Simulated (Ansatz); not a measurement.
# CH8AlBSi: the cost of one run

Computed with Ansatz 0.2.0, Gaussian basis. Level: the settings change from run to run.

### Step 1. The molecule

The geometry comes from an earlier relaxation with PBE0-D4 in a triple-zeta def2 set; it is a stationary point, not always the lowest conformer.

SMILES `CB[SiH2][AlH2]`, 12 atoms, charge 0, spin multiplicity 1.

Atoms are counted from 1 here; the program's logs count them from 0.

Bond lengths: C1–B2 1.555 Å, C1–H5 1.094 Å, C1–H6 1.091 Å, C1–H7 1.103 Å, B2–Si3 1.992 Å, B2–H8 1.202 Å, Si3–Al4 2.463 Å, Si3–H9 1.494 Å, Si3–H10 1.491 Å, Al4–H11 1.589 Å, Al4–H12 1.590 Å. Angles: B2–C1–H5 113.2°, B2–C1–H6 116.2°, B2–C1–H7 104.8°, H5–C1–H6 109.8°, H5–C1–H7 104.8°, H6–C1–H7 106.9°, C1–B2–Si3 123.5°, C1–B2–H8 118.5°, Si3–B2–H8 118.0°, B2–Si3–Al4 101.8°, B2–Si3–H9 113.6°, B2–Si3–H10 115.0°, Al4–Si3–H9 107.4°, Al4–Si3–H10 109.3°, H9–Si3–H10 109.3°, Si3–Al4–H11 121.4°, Si3–Al4–H12 119.7°, H11–Al4–H12 118.8°.

### Step 2. wB97M-V/aug-cc-pVDZ

This run has relativity set to none.

Input file in.yaml:

```yaml
crystal:
  periodic: [false, false, false]
  atoms:
    - {symbol: C, position_ang: [-1.089758, 1.681272, 0.152336]}
    - {symbol: B, position_ang: [-0.058585, 0.751973, 0.853778]}
    - {symbol: Si, position_ang: [1.343284, -0.270416, -0.124540]}
    - {symbol: Al, position_ang: [0.176825, -2.383645, -0.613859]}
    - {symbol: H, position_ang: [-2.101576, 1.587799, 0.558727]}
    - {symbol: H, position_ang: [-1.122007, 1.630421, -0.937117]}
    - {symbol: H, position_ang: [-0.772780, 2.703919, 0.415976]}
    - {symbol: H, position_ang: [-0.144751, 0.594310, 2.041786]}
    - {symbol: H, position_ang: [1.725520, 0.341370, -1.432883]}
    - {symbol: H, position_ang: [2.576494, -0.559678, 0.661801]}
    - {symbol: H, position_ang: [0.400870, -3.679298, 0.278356]}
    - {symbol: H, position_ang: [-0.856537, -2.453028, -1.820358]}
basis:
  gaussian: {orbitals: aug-cc-pVDZ}
hamiltonian: {xc: {name: wB97M-V}, pseudopotentials: {relativity: none}}
output: {forces: true}
```

Run with:

```sh
$ ansatz run in.yaml --threads 2 --pin off --events-out ev --progress --plain --max-ram 4352MiB
```

Q: Estimate wall time and peak memory on 2 threads of Arm Neoverse V1, shared host.

About 24 s, with a peak of 0.76 GiB.
